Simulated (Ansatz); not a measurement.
# CH8O2Si2: how energies converge with the basis set

The task here is to estimate one member of a computed series from the others.

Computed with Ansatz 0.2.0, Gaussian basis. Level: one geometry, several basis sets.

The runs, in order: PBE0-D4/def2-SVP; ωB97M-V/def2-SVP; PBE0-D4/def2-QZVPP; ωB97M-V/def2-QZVPP; the functionals' def2-TZVPP values are taken from earlier runs.

### The relaxed structure

All runs share one geometry, relaxed beforehand with PBE0-D4 in a triple-zeta def2 set.

13 atoms, charge 0, spin multiplicity 1.

Atoms are counted from 1 here; the program's logs count them from 0.

Bond lengths: C1–O2 1.410 Å, C1–H6 1.091 Å, C1–H7 1.096 Å, C1–H8 1.095 Å, O2–Si3 1.632 Å, Si3–O4 1.632 Å, Si3–H9 1.479 Å, Si3–H10 1.484 Å, O4–Si5 1.637 Å, Si5–H11 1.483 Å, Si5–H12 1.487 Å, Si5–H13 1.486 Å. Angles: O2–C1–H6 108.4°, O2–C1–H7 111.7°, O2–C1–H8 111.0°, H6–C1–H7 108.5°, H6–C1–H8 108.6°, H7–C1–H8 108.6°, C1–O2–Si3 123.9°, O2–Si3–O4 112.2°, O2–Si3–H9 105.4°, O2–Si3–H10 110.1°, O4–Si3–H9 110.2°, O4–Si3–H10 106.0°, H9–Si3–H10 113.0°, Si3–O4–Si5 144.4°, O4–Si5–H11 108.3°, O4–Si5–H12 110.5°, O4–Si5–H13 109.9°, H11–Si5–H12 109.6° and more.

As a file:

```
C    -1.2375   -0.6209    1.6898
O    -0.2027   -1.2351    0.9546
Si    1.1584   -0.4671    0.4828
O     0.8581    0.6958   -0.6224
Si    0.2006    0.9974   -2.0905
H    -1.8612   -1.4034    2.1248
H    -0.8430    0.0011    2.5019
H    -1.8615    0.0040    1.0429
H     2.0196   -1.5172   -0.1025
H     1.7853    0.2187    1.6398
H     0.7286    2.2939   -2.5798
H     0.5547   -0.0802   -3.0514
H    -1.2789    1.0781   -1.9753
```

Set-up of the first run:

The input, in.yaml:

```yaml
crystal:
  periodic: [false, false, false]
  atoms:
    - {symbol: C, position_ang: [-1.237520, -0.620946, 1.689762]}
    - {symbol: O, position_ang: [-0.202710, -1.235059, 0.954619]}
    - {symbol: Si, position_ang: [1.158365, -0.467104, 0.482799]}
    - {symbol: O, position_ang: [0.858125, 0.695779, -0.622385]}
    - {symbol: Si, position_ang: [0.200563, 0.997411, -2.090548]}
    - {symbol: H, position_ang: [-1.861221, -1.403403, 2.124850]}
    - {symbol: H, position_ang: [-0.842954, 0.001075, 2.501852]}
    - {symbol: H, position_ang: [-1.861460, 0.004036, 1.042925]}
    - {symbol: H, position_ang: [2.019592, -1.517200, -0.102536]}
    - {symbol: H, position_ang: [1.785290, 0.218705, 1.639770]}
    - {symbol: H, position_ang: [0.728550, 2.293936, -2.579750]}
    - {symbol: H, position_ang: [0.554714, -0.080176, -3.051444]}
    - {symbol: H, position_ang: [-1.278934, 1.078147, -1.975316]}
basis:
  gaussian: {orbitals: def2-SVP}
hamiltonian: {xc: pbe0, dispersion: d4}
output: {orbitals: {seedname: orbitals}}
```

Among the steps run: PBE0-D4 in def2-SVP; ωB97M-V in def2-SVP; PBE0-D4 in def2-QZVPP; ωB97M-V in def2-QZVPP.

One of the session's tables, all rows but one given; the rest of the session is left out.

It belongs to the step «Functionals by basis». 

```
functional       basis  HOMO (eV)  LUMO (eV)
   PBE0-D4    def2-SVP          ?          ?
   PBE0-D4  def2-TZVPP      -8.48       0.11
   PBE0-D4  def2-QZVPP      -8.51      -0.06
   ωB97M-V    def2-SVP     -10.70       2.52
   ωB97M-V  def2-TZVPP     -10.86       1.79
   ωB97M-V  def2-QZVPP     -10.88       1.41
```

Q: Estimate the row for PBE0-D4, def2-SVP from the others.

The run gave: HOMO (eV): -8.36; LUMO (eV): 0.65. In the column «HOMO (eV)» it is the highest.
